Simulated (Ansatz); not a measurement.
# C10H20: the cost of one run

The runs use Ansatz 0.2.0, Gaussian basis; one geometry, several basis sets.

Plan: PBE0-D4/def2-SVP; ωB97M-V/def2-SVP; PBE0-D4/def2-QZVPP; ωB97M-V/def2-QZVPP; the functionals' def2-TZVPP values are taken from earlier runs.

### 1 Structure used throughout

The geometry comes from an earlier relaxation with PBE0-D4 in a triple-zeta def2 set; it is a stationary point, not always the lowest conformer.

SMILES `CCCCC1CCCCC1`, 30 atoms, charge 0, spin multiplicity 1.

Atoms are counted from 1 here; the program's logs count them from 0.

Bond lengths: C1–C2 1.520 Å, C1–H11 1.092 Å, C1–H12 1.092 Å, C1–H13 1.094 Å, C2–C3 1.524 Å, C2–H14 1.095 Å, C2–H15 1.097 Å, C3–C4 1.521 Å, C3–H16 1.098 Å, C3–H17 1.095 Å, C4–C5 1.529 Å, C4–H18 1.096 Å, C4–H19 1.096 Å, C5–C6 1.531 Å, C5–C10 1.530 Å, C5–H20 1.098 Å, C6–C7 1.523 Å, C6–H21 1.097 Å and more. Angles: C2–C1–H11 112.0°, C2–C1–H12 111.2°, C2–C1–H13 110.9°, H11–C1–H12 107.3°, H11–C1–H13 107.6°, H12–C1–H13 107.6°, C1–C2–C3 114.2°, C1–C2–H14 109.0°, C1–C2–H15 109.5°, C3–C2–H14 108.7°, C3–C2–H15 109.1°, H14–C2–H15 106.0°, C2–C3–C4 114.1°, C2–C3–H16 109.2°, C2–C3–H17 108.5°, C4–C3–H16 109.2°, C4–C3–H17 109.5°, H16–C3–H17 106.1° and more.

### 2 PBE0-D4 in def2-SVP

File in.yaml:

```yaml
crystal:
  periodic: [false, false, false]
  atoms:
    - {symbol: C, position_ang: [-0.453398, -2.841879, -2.552655]}
    - {symbol: C, position_ang: [-0.869161, -1.382955, -2.652770]}
    - {symbol: C, position_ang: [0.053928, -0.418045, -1.918162]}
    - {symbol: C, position_ang: [0.062779, -0.596484, -0.408063]}
    - {symbol: C, position_ang: [1.020000, 0.339565, 0.330655]}
    - {symbol: C, position_ang: [0.633887, 1.817305, 0.227226]}
    - {symbol: C, position_ang: [-0.618008, 2.153397, 1.027668]}
    - {symbol: C, position_ang: [-0.462389, 1.749811, 2.487699]}
    - {symbol: C, position_ang: [-0.087660, 0.279848, 2.618894]}
    - {symbol: C, position_ang: [1.159142, -0.044687, 1.805139]}
    - {symbol: H, position_ang: [-0.487411, -3.206739, -1.523697]}
    - {symbol: H, position_ang: [-1.110135, -3.481506, -3.146897]}
    - {symbol: H, position_ang: [0.567717, -2.983312, -2.919500]}
    - {symbol: H, position_ang: [-0.909405, -1.095865, -3.708785]}
    - {symbol: H, position_ang: [-1.889693, -1.265474, -2.269022]}
    - {symbol: H, position_ang: [1.076320, -0.534657, -2.301009]}
    - {symbol: H, position_ang: [-0.246849, 0.605238, -2.164216]}
    - {symbol: H, position_ang: [-0.959339, -0.476558, -0.031506]}
    - {symbol: H, position_ang: [0.350143, -1.625462, -0.165645]}
    - {symbol: H, position_ang: [2.004651, 0.218114, -0.139360]}
    - {symbol: H, position_ang: [1.466879, 2.418081, 0.612669]}
    - {symbol: H, position_ang: [0.507647, 2.110652, -0.818526]}
    - {symbol: H, position_ang: [-0.831351, 3.223869, 0.951065]}
    - {symbol: H, position_ang: [-1.485582, 1.638524, 0.598422]}
    - {symbol: H, position_ang: [0.326627, 2.361540, 2.944110]}
    - {symbol: H, position_ang: [-1.380896, 1.961395, 3.043508]}
    - {symbol: H, position_ang: [-0.925338, -0.340836, 2.280723]}
    - {symbol: H, position_ang: [0.077092, 0.023254, 3.669786]}
    - {symbol: H, position_ang: [1.401707, -1.109232, 1.889546]}
    - {symbol: H, position_ang: [2.008095, 0.503127, 2.232714]}
basis:
  gaussian: {orbitals: def2-SVP}
hamiltonian: {xc: pbe0, dispersion: d4}
output: {orbitals: {seedname: orbitals}}
```

Launch:

```
ansatz run in.yaml --threads 4 --pin off --events-out ev --progress --plain --max-ram 46080MiB --backend cpu
```

**Question.** How long does this run take on 4 threads of AMD EPYC 7R13, shared host, and how much memory does it need?

About 4.5 s, with a peak of 1.7 GiB.
